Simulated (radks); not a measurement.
# A spherical quantum dot from 1 to 7 electrons

Which level does each new electron take in a parabolic well with ω = 2.78 hartree*, and at which counts is the dot hardest to charge further? Each count tries a few candidate levels and keeps the lowest.

Program: radks, version 2. Model: non-relativistic spin-polarised Kohn-Sham, LDA (Slater exchange, Perdew-Wang correlation), spherically averaged shells. All values are calculated.

## Step 1: The model

```
well                     : a parabolic well with ω = 2.78 hartree*
functional               : LDA (Slater exchange, Perdew-Wang correlation)
levels                   : named by radial order: 1s, 1p, 1d, 2s, 1f and so on
units                    : effective atomic units, hartree* and bohr*
configuration carried in : none
```

## Step 2: N = 1

Next run: add 1s up. The run's settings:

```ini
kind = parabolic
xc = PW
omega = 2.78  # hartree
z = 0  # e
electrons = 1
background = 0  # e
configuration = 1s(up 1, down 0)
```

On the command line:

```console
python run_model.py task.json out
```

task.json names the series; the program runs every candidate in turn, and a move starts from the lowest state found so far. In the records, mag is the spin moment and err the last SCF error; their hartree and bohr are effective units.

From the run's result record (rounded, not every field):

```text
status: converged
energy_total [hartree]: 4.23553524
energy_kinetic [hartree]: 2.064054
energy_external [hartree]: 2.106247
energy_hartree [hartree]: 0.6612905
energy_xc [hartree]: -0.5960558
energy_background [hartree]: 0.0
orbitals [level, occupation, hartree, mean radius in bohr]:
  - ["1s up", 1, 4.70452, 0.680572]
r2_mean [bohr^2]: 0.5450667
mag [bohr magneton]: 1
err: 1.1e-09
```

Lowest: 1s(up 1, down 0).

## Step 3: Electron number 2

Next run: add 1s down. The run's settings:

```ini
kind = parabolic
xc = PW
omega = 2.78  # hartree
z = 0  # e
electrons = 2
background = 0  # e
configuration = 1s2
```

From the run's result record (rounded, not every field):

```text
status: converged
energy_total [hartree]: 9.70249716
energy_kinetic [hartree]: 3.834224
energy_external [hartree]: 4.538343
energy_hartree [hartree]: 2.542244
energy_xc [hartree]: -1.212314
energy_background [hartree]: 0.0
orbitals [level, occupation, hartree, mean radius in bohr]:
  - ["1s up", 1, 5.93337, 0.7076]
  - ["1s down", 1, 5.93337, 0.7076]
r2_mean [bohr^2]: 0.5872293
mag [bohr magneton]: 0
err: 4.2e-10
alpha [bohr^3]: 0.2587858
```

Next run: add 1p up. Changed: configuration = 1s(up 1, down 0) 1p(up 1, down 0).

Result:

```text
status: converged
energy_total [hartree]: 12.0869166
energy_kinetic [hartree]: 5.317977
energy_external [hartree]: 5.814842
energy_hartree [hartree]: 2.217671
energy_xc [hartree]: -1.263574
energy_background [hartree]: 0.0
orbitals [level, occupation, hartree, mean radius in bohr]:
  - ["1s up", 1, 5.63601, 0.6975]
  - ["1p up", 1, 8.2606, 0.920102]
r2_mean [bohr^2]: 0.7523992
mag [bohr magneton]: 2
err: 7.2e-10
```

| candidate | configuration | above the lowest (hartree*) |
| --- | --- | --- |
| add 1s down | 1s2 | lowest |
| add 1p up | 1s(up 1, down 0) 1p(up 1, down 0) | 2.38 |

Lowest: 1s2.

## Step 4: Electron number 3

Next run: add 1p up. The run's settings:

```ini
kind = parabolic
xc = PW
omega = 2.78  # hartree
z = 0  # e
electrons = 3
background = 0  # e
configuration = 1s2 1p(up 1, down 0)
```

From the run's result record (rounded, not every field):

```text
status: converged
energy_total [hartree]: 18.5793917
energy_kinetic [hartree]: 6.86864
energy_external [hartree]: 8.520548
energy_hartree [hartree]: 5.069321
energy_xc [hartree]: -1.879117
energy_background [hartree]: 0.0
orbitals [level, occupation, hartree, mean radius in bohr]:
  - ["1s up", 1, 6.83466, 0.723991]
  - ["1p up", 1, 9.27765, 0.944127]
  - ["1s down", 1, 6.9479, 0.721727]
r2_mean [bohr^2]: 0.7349988
mag [bohr magneton]: 1
err: 1.7e-09
```

Next run: add 1d up. Changed: configuration = 1s2 1d(up 1, down 0).

Result:

```text
status: converged
energy_total [hartree]: 21.1294344
energy_kinetic [hartree]: 8.30127
energy_external [hartree]: 9.846335
energy_hartree [hartree]: 4.74707
energy_xc [hartree]: -1.765241
energy_background [hartree]: 0.0
orbitals [level, occupation, hartree, mean radius in bohr]:
  - ["1s up", 1, 6.7447, 0.721137]
  - ["1d up", 1, 11.7574, 1.11764]
  - ["1s down", 1, 6.82205, 0.715442]
r2_mean [bohr^2]: 0.8493638
mag [bohr magneton]: 1
err: 1.7e-09
```

| candidate | configuration | above the lowest (hartree*) |
| --- | --- | --- |
| add 1p up | 1s2 1p(up 1, down 0) | lowest |
| add 1d up | 1s2 1d(up 1, down 0) | 2.55 |

The series goes on from 1s2 1p(up 1, down 0).

## Step 5: N = 4

Next run: add 1p up. The run's settings:

```ini
kind = parabolic
xc = PW
omega = 2.78  # hartree
z = 0  # e
electrons = 4
background = 0  # e
configuration = 1s2 1p(up 2, down 0)
```

From the run's result record (rounded, not every field):

```text
status: converged
energy_total [hartree]: 28.2673501
energy_kinetic [hartree]: 9.740817
energy_external [hartree]: 12.71803
energy_hartree [hartree]: 8.458377
energy_xc [hartree]: -2.649871
energy_background [hartree]: 0.0
orbitals [level, occupation, hartree, mean radius in bohr]:
  - ["1s up", 1, 7.74944, 0.73847]
  - ["1p up", 2, 10.1001, 0.958511]
  - ["1s down", 1, 7.94148, 0.735497]
r2_mean [bohr^2]: 0.8228111
mag [bohr magneton]: 2
err: 7.7e-10
```

Next run: add 1p down. Changed: configuration = 1s2 1p(up 1, down 1).

Result:

```text
status: converged
energy_total [hartree]: 28.3681226
energy_kinetic [hartree]: 9.716486
energy_external [hartree]: 12.74869
energy_hartree [hartree]: 8.44898
energy_xc [hartree]: -2.546029
energy_background [hartree]: 0.0
orbitals [level, occupation, hartree, mean radius in bohr]:
  - ["1s up", 1, 7.82814, 0.737562]
  - ["1p up", 1, 10.183, 0.959861]
  - ["1s down", 1, 7.82814, 0.737562]
  - ["1p down", 1, 10.183, 0.959861]
r2_mean [bohr^2]: 0.8247946
mag [bohr magneton]: 0
err: 1.7e-11
```

Next run: add 1d up. Changed: configuration = 1s2 1p(up 1, down 0) 1d(up 1, down 0).

Result:

```text
status: converged
energy_total [hartree]: 30.7460095
energy_kinetic [hartree]: 11.18037
energy_external [hartree]: 14.02258
energy_hartree [hartree]: 8.075833
energy_xc [hartree]: -2.532767
energy_background [hartree]: 0.0
orbitals [level, occupation, hartree, mean radius in bohr]:
  - ["1s up", 1, 7.65874, 0.735009]
  - ["1p up", 1, 10.03, 0.956588]
  - ["1d up", 1, 12.5134, 1.12999]
  - ["1s down", 1, 7.82261, 0.729113]
r2_mean [bohr^2]: 0.9072108
mag [bohr magneton]: 2
err: 1.3e-11
```

Next run: move 1p up to 1p down: the same state as a run above.

| candidate | configuration | above the lowest (hartree*) |
| --- | --- | --- |
| add 1p up | 1s2 1p(up 2, down 0) | lowest |
| add 1p down | 1s2 1p(up 1, down 1) | 0.101 |
| add 1d up | 1s2 1p(up 1, down 0) 1d(up 1, down 0) | 2.48 |
| move 1p up to 1p down | 1s2 1p(up 1, down 1) | 0.101 |

Lowest: 1s2 1p(up 2, down 0).

From the same record, its empty bound levels (hartree) and its density (bohr, e/bohr³):

```text
empty: [["1d up", 12.574], ["2s up", 12.777], ["1f up", 15.129], ["1p down", 10.307], ["1d down", 12.766], ["2s down", 12.917], ["1f down", 15.294]]
r: [0.03628, 0.1275, 0.2186, 0.3098, 0.401, 0.4922, 0.5833, 0.6745, 0.7657, 0.8569, 0.948, 1.039, 1.13, 1.222, 1.313, 1.404, 1.495, 1.586, 1.677, 1.769]
n: [1.224, 1.215, 1.194, 1.156, 1.097, 1.014, 0.9082, 0.7842, 0.6502, 0.5159, 0.391, 0.2826, 0.1943, 0.1265, 0.07862, 0.04644, 0.02606, 0.0139, 0.007045, 0.003368]
```

## Step 6: 5 electrons

Next run: add 1p up. The run's settings:

```ini
kind = parabolic
xc = PW
omega = 2.78  # hartree
z = 0  # e
electrons = 5
background = 0  # e
configuration = 1s2 1p(up 3, down 0)
```

From the run's result record (rounded, not every field):

```text
status: converged
energy_total [hartree]: 38.7805582
energy_kinetic [hartree]: 12.45823
energy_external [hartree]: 17.13858
energy_hartree [hartree]: 12.67241
energy_xc [hartree]: -3.488661
energy_background [hartree]: 0.0
orbitals [level, occupation, hartree, mean radius in bohr]:
  - ["1s up", 1, 8.65887, 0.752265]
  - ["1p up", 3, 10.926, 0.97264]
  - ["1s down", 1, 8.91223, 0.749064]
r2_mean [bohr^2]: 0.887044
mag [bohr magneton]: 3
err: 1.2e-09
```

Next run: add 1p down. Changed: configuration = 1s2 1p(up 2, down 1).

Result:

```text
status: converged
energy_total [hartree]: 38.9534446
energy_kinetic [hartree]: 12.41842
energy_external [hartree]: 17.19149
energy_hartree [hartree]: 12.65412
energy_xc [hartree]: -3.310591
energy_background [hartree]: 0.0
orbitals [level, occupation, hartree, mean radius in bohr]:
  - ["1s up", 1, 8.72001, 0.751741]
  - ["1p up", 2, 10.9892, 0.973859]
  - ["1s down", 1, 8.80036, 0.750942]
  - ["1p down", 1, 11.0729, 0.975318]
r2_mean [bohr^2]: 0.8897828
mag [bohr magneton]: 1
err: 6e-10
```

Next run: add 1d up. Changed: configuration = 1s2 1p(up 2, down 0) 1d(up 1, down 0).

Result:

```text
status: converged
energy_total [hartree]: 41.1905047
energy_kinetic [hartree]: 13.90183
energy_external [hartree]: 18.42174
energy_hartree [hartree]: 12.23728
energy_xc [hartree]: -3.370337
energy_background [hartree]: 0.0
orbitals [level, occupation, hartree, mean radius in bohr]:
  - ["1s up", 1, 8.56987, 0.74846]
  - ["1p up", 2, 10.8587, 0.970176]
  - ["1d up", 1, 13.2745, 1.14293]
  - ["1s down", 1, 8.80014, 0.742634]
r2_mean [bohr^2]: 0.9534568
mag [bohr magneton]: 3
err: 3.9e-11
```

Next run: move 1p up to 1p down: the same state as a run above.

| candidate | configuration | above the lowest (hartree*) |
| --- | --- | --- |
| add 1p up | 1s2 1p(up 3, down 0) | lowest |
| add 1p down | 1s2 1p(up 2, down 1) | 0.173 |
| add 1d up | 1s2 1p(up 2, down 0) 1d(up 1, down 0) | 2.41 |
| move 1p up to 1p down | 1s2 1p(up 2, down 1) | 0.173 |

Kept: 1s2 1p(up 3, down 0).

## Step 7: N = 6

Next run: add 1p down. The run's settings:

```ini
kind = parabolic
xc = PW
omega = 2.78  # hartree
z = 0  # e
electrons = 6
background = 0  # e
configuration = 1s2 1p(up 3, down 1)
```

From the run's result record (rounded, not every field):

```text
status: converged
energy_total [hartree]: 50.3472237
energy_kinetic [hartree]: 14.98086
energy_external [hartree]: 21.85624
energy_hartree [hartree]: 17.65081
energy_xc [hartree]: -4.140683
energy_background [hartree]: 0.0
orbitals [level, occupation, hartree, mean radius in bohr]:
  - ["1s up", 1, 9.60676, 0.765295]
  - ["1p up", 3, 11.798, 0.987664]
  - ["1s down", 1, 9.75089, 0.764156]
  - ["1p down", 1, 11.9463, 0.990545]
r2_mean [bohr^2]: 0.9426807
mag [bohr magneton]: 2
err: 1.1e-09
```

Next run: add 1d up. Changed: configuration = 1s2 1p(up 3, down 0) 1d(up 1, down 0).

Result:

```text
status: converged
energy_total [hartree]: 52.4618114
energy_kinetic [hartree]: 16.47638
energy_external [hartree]: 23.04724
energy_hartree [hartree]: 17.19708
energy_xc [hartree]: -4.258894
energy_background [hartree]: 0.0
orbitals [level, occupation, hartree, mean radius in bohr]:
  - ["1s up", 1, 9.47076, 0.761645]
  - ["1p up", 3, 11.6827, 0.983818]
  - ["1d up", 1, 14.0333, 1.15607]
  - ["1s down", 1, 9.75493, 0.755995]
r2_mean [bohr^2]: 0.9940497
mag [bohr magneton]: 4
err: 1.4e-10
```

Next run: add 2s up. Changed: configuration = 1s2 1p(up 3, down 0) 2s(up 1, down 0).

Result:

```text
status: converged
energy_total [hartree]: 52.6999328
energy_kinetic [hartree]: 16.4369
energy_external [hartree]: 23.11404
energy_hartree [hartree]: 17.40271
energy_xc [hartree]: -4.253715
energy_background [hartree]: 0.0
orbitals [level, occupation, hartree, mean radius in bohr]:
  - ["1s up", 1, 9.51992, 0.766369]
  - ["1p up", 3, 11.7056, 0.987855]
  - ["2s up", 1, 14.2849, 1.06203]
  - ["1s down", 1, 9.83137, 0.768692]
r2_mean [bohr^2]: 0.9969308
mag [bohr magneton]: 4
err: 7.8e-11
```

Next run: move 1p up to 1p down. Changed: configuration = 1s2 1p(up 2, down 2).

Result:

```text
status: converged
energy_total [hartree]: 50.4205397
energy_kinetic [hartree]: 14.96477
energy_external [hartree]: 21.87868
energy_hartree [hartree]: 17.64225
energy_xc [hartree]: -4.06517
energy_background [hartree]: 0.0
orbitals [level, occupation, hartree, mean radius in bohr]:
  - ["1s up", 1, 9.67009, 0.764866]
  - ["1p up", 2, 11.8628, 0.988981]
  - ["1s down", 1, 9.67009, 0.764866]
  - ["1p down", 2, 11.8628, 0.988981]
r2_mean [bohr^2]: 0.9436487
mag [bohr magneton]: 0
err: 8.9e-11
```

| candidate | configuration | above the lowest (hartree*) |
| --- | --- | --- |
| add 1p down | 1s2 1p(up 3, down 1) | lowest |
| add 1d up | 1s2 1p(up 3, down 0) 1d(up 1, down 0) | 2.11 |
| add 2s up | 1s2 1p(up 3, down 0) 2s(up 1, down 0) | 2.35 |
| move 1p up to 1p down | 1s2 1p(up 2, down 2) | 0.0733 |

Kept: 1s2 1p(up 3, down 1).

## Step 8: N = 7

Next run: add 1p down. The run's settings:

```ini
kind = parabolic
xc = PW
omega = 2.78  # hartree
z = 0  # e
electrons = 7
background = 0  # e
configuration = 1s2 1p(up 3, down 2)
```

From the run's result record (rounded, not every field):

```text
status: converged
energy_total [hartree]: 62.6797839
energy_kinetic [hartree]: 17.38524
energy_external [hartree]: 26.7865
energy_hartree [hartree]: 23.39152
energy_xc [hartree]: -4.883487
energy_background [hartree]: 0.0
orbitals [level, occupation, hartree, mean radius in bohr]:
  - ["1s up", 1, 10.5354, 0.778183]
  - ["1p up", 3, 12.6554, 1.00248]
  - ["1s down", 1, 10.5995, 0.777852]
  - ["1p down", 2, 12.7203, 1.0039]
r2_mean [bohr^2]: 0.9902808
mag [bohr magneton]: 1
err: 1.8e-09
```

Next run: add 1d up. Changed: configuration = 1s2 1p(up 3, down 1) 1d(up 1, down 0).

Result:

```text
status: converged
energy_total [hartree]: 64.8242887
energy_kinetic [hartree]: 18.85651
energy_external [hartree]: 27.98471
energy_hartree [hartree]: 22.89076
energy_xc [hartree]: -4.907695
energy_background [hartree]: 0.0
orbitals [level, occupation, hartree, mean radius in bohr]:
  - ["1s up", 1, 10.4026, 0.774572]
  - ["1p up", 3, 12.5421, 0.998652]
  - ["1d up", 1, 14.8243, 1.17093]
  - ["1s down", 1, 10.58, 0.770781]
  - ["1p down", 1, 12.7371, 1.00025]
r2_mean [bohr^2]: 1.034578
mag [bohr magneton]: 3
err: 1e-09
```

Next run: add 1d down. Changed: configuration = 1s2 1p(up 3, down 1) 1d(up 0, down 1).

Result:

```text
status: converged
energy_total [hartree]: 64.9417109
energy_kinetic [hartree]: 18.82978
energy_external [hartree]: 28.02062
energy_hartree [hartree]: 22.8789
energy_xc [hartree]: -4.787595
energy_background [hartree]: 0.0
orbitals [level, occupation, hartree, mean radius in bohr]:
  - ["1s up", 1, 10.4356, 0.771836]
  - ["1p up", 3, 12.5892, 0.997197]
  - ["1s down", 1, 10.5267, 0.774779]
  - ["1p down", 1, 12.6631, 1.00227]
  - ["1d down", 1, 14.9285, 1.17566]
r2_mean [bohr^2]: 1.035906
mag [bohr magneton]: 1
err: 1.9e-09
```

| candidate | configuration | above the lowest (hartree*) |
| --- | --- | --- |
| add 1p down | 1s2 1p(up 3, down 2) | lowest |
| add 1d up | 1s2 1p(up 3, down 1) 1d(up 1, down 0) | 2.14 |
| add 1d down | 1s2 1p(up 3, down 1) 1d(up 0, down 1) | 2.26 |

Lowest: 1s2 1p(up 3, down 2).

## Step 9: The series side by side

| N | configuration | unpaired | chemical potential (hartree*) | addition energy (hartree*) | rms radius (bohr*) |
| --- | --- | --- | --- | --- | --- |
| 1 | 1s(up 1, down 0) | 1 | 4.236 | 1.23 | 0.738 |
| 2 | 1s2 | 0 | 5.467 | 3.41 | 0.766 |
| 3 | 1s2 1p(up 1, down 0) | 1 | 8.877 | 0.811 | 0.857 |
| 4 | 1s2 1p(up 2, down 0) | 2 | 9.688 | 0.825 | 0.907 |
| 5 | 1s2 1p(up 3, down 0) | 3 | 10.51 | 1.05 | 0.942 |
| 6 | 1s2 1p(up 3, down 1) | 2 | 11.57 | 0.766 | 0.971 |
| 7 | 1s2 1p(up 3, down 2) | 1 | 12.33 | - | 0.995 |

Chemical potential E(N) - E(N-1); addition energy E(N+1) + E(N-1) - 2E(N).

Density of N = 7:

r (bohr*), 1000 × density and a bar:
```
     0.04    1026.00 #########################
     0.19    1089.80 ##########################
     0.34    1189.30 #############################
     0.49    1241.20 ##############################
     0.64    1181.10 #############################
     0.79     999.64 ########################
     0.94     743.36 ##################
     1.09     482.32 ############
     1.24     271.93 #######
     1.39     132.91 ###
     1.54      56.28 #
     1.69      20.64 
     1.84       6.57 
     1.99       1.82
```

## Step 10: Results

| quantity | value |
| --- | --- |
| closed shells at N | 2 |
| largest addition energy | 3.41 hartree* at N = 2 (of N = 1 to 6) |
| most unpaired electrons | 3 at N = 5 |
| polarisability at N = 2 | 0.2588 bohr*³ |
| configuration at N = 7 | 1s2 1p(up 3, down 2) |

All occupied shells are full at N = 2, and the second difference peaks there. Among the lowest states kept at each count, up to 3 electrons are unpaired (N = 5), since exchange favours parallel spins. In a parabolic well without a central charge the polarisability is N/ω² whatever the interaction, here 0.2588. Only a few candidates are tried at each count, so a lower state may have been missed.
